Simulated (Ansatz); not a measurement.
# GeH₄S + NH₃: a complex and its separated parts

Aim: how far the complex at one end of a reaction step lies below its separated, relaxed parts, level by level.

The runs use Ansatz 0.2.0, Gaussian basis; PBE0-D4/def2-TZVP structures, single points in def2-TZVPP, no counterpoise correction.

Levels: SPW92, PBE-D4, BLYP-D4, r2SCAN-D4, B97M-V, PBE0-D4, B3LYP-D4, r2SCAN0-D4, BHLYP-D4, CAM-B3LYP-D4, wB97X-V, wB97M-V, B2PLYP, PBE-QIDH, RPA on PBE, Hartree-Fock, MP2, CCSD, CCSD(T).

Cores are frozen in the correlated methods. Filled d shells of the heavier atoms are correlated. B3LYP uses VWN-RPA correlation. B2PLYP carries no dispersion term here.

20 further runs of the same task are left out: 20 set aside as unsound or not needed.

## 1. Where the work starts

The complex: 10 atoms, charge 0, spin multiplicity 1.

Atoms are counted from 1 here; the program's logs count them from 0.

Bond lengths: Ge1–H3 1.535 Å, Ge1–H4 1.540 Å, Ge1–H5 1.540 Å, Ge1–S7 2.210 Å, N2–H6 1.013 Å, N2–H8 1.013 Å, N2–H9 1.013 Å, S7–H10 1.363 Å. Angles: H3–Ge1–H4 109.7°, H3–Ge1–H5 109.8°, H3–Ge1–S7 106.8°, H4–Ge1–H5 108.6°, H4–Ge1–S7 111.0°, H5–Ge1–S7 110.9°, H6–N2–H8 107.5°, H6–N2–H9 107.5°, H8–N2–H9 107.3°, Ge1–S7–H10 92.5°.

Geometry (Å):

```xyz
10
GeH7NS
Ge   -1.1631    1.2134   -1.0476
N     1.0210   -1.3108    1.2346
H    -1.6335    2.2292   -2.0977
H    -2.0042   -0.0722   -1.1540
H    -1.3417    1.8032    0.3639
H     0.7203   -2.2442    0.9821
S     0.9675    0.8042   -1.4667
H     1.9520   -1.3864    1.6258
H     0.4093   -0.9828    1.9721
H     1.0723   -0.0536   -0.4123
```

Its parts: GeH₄S holds atoms 1, 3, 4, 5, 7, 10; NH₃ holds atoms 2, 6, 8, 9. Each part counts its atoms afresh in its own runs.

## 2. Relaxing GeH₄S alone

Input file relax-a/in.yaml:

```yaml
crystal:
  periodic: [false, false, false]
  atoms:
    - {symbol: Ge, position_ang: [-1.163130, 1.213430, -1.047602]}
    - {symbol: H, position_ang: [-1.633544, 2.229192, -2.097704]}
    - {symbol: H, position_ang: [-2.004180, -0.072183, -1.154041]}
    - {symbol: H, position_ang: [-1.341675, 1.803202, 0.363887]}
    - {symbol: S, position_ang: [0.967501, 0.804175, -1.466727]}
    - {symbol: H, position_ang: [1.072261, -0.053646, -0.412307]}
basis:
  gaussian: {orbitals: def2-TZVP}
hamiltonian: {xc: pbe0, dispersion: d4}
relax: {f_tol: 0.005, max_steps: 200}
```

No record of the launch command was kept for these runs.

The runs that follow: Relaxing NH₃ alone; wB97M-V/def2-TZVPP; CCSD(T)/def2-TZVPP; Vibrations of GeH₄S; Vibrations of NH₃.

Q: Predict the outcome of this session. Wanted: complex less parts, CCSD(T)/def2-TZVPP; with zero-point energy; largest T1 diagnostic.

**Answer**, as computed:

| quantity | value |
| --- | --- |
| complex less parts, CCSD(T)/def2-TZVPP | -0.177 eV |
| with zero-point energy | -0.118 eV |
| largest T1 diagnostic | 0.011 |

In words: At CCSD(T) the complex lies 0.177 eV below its parts. Among the functionals wB97M-V lands nearest to CCSD(T) (-0.011 eV) and SPW92 farthest (-0.194 eV). Mean unsigned error by rung: LDA 0.194, GGA 0.067, meta-GGA 0.038, hybrid 0.037, range-separated hybrid 0.019, double hybrid 0.015 eV. PBE-D4 gives a relative energy 0.087 eV too low, outside chemical accuracy (1 kcal/mol, 0.043 eV). No counterpoise was applied, and triple zeta lacks some correlation, so the CCSD(T) reference has a basis error of its own, and close matches with it are partly luck.
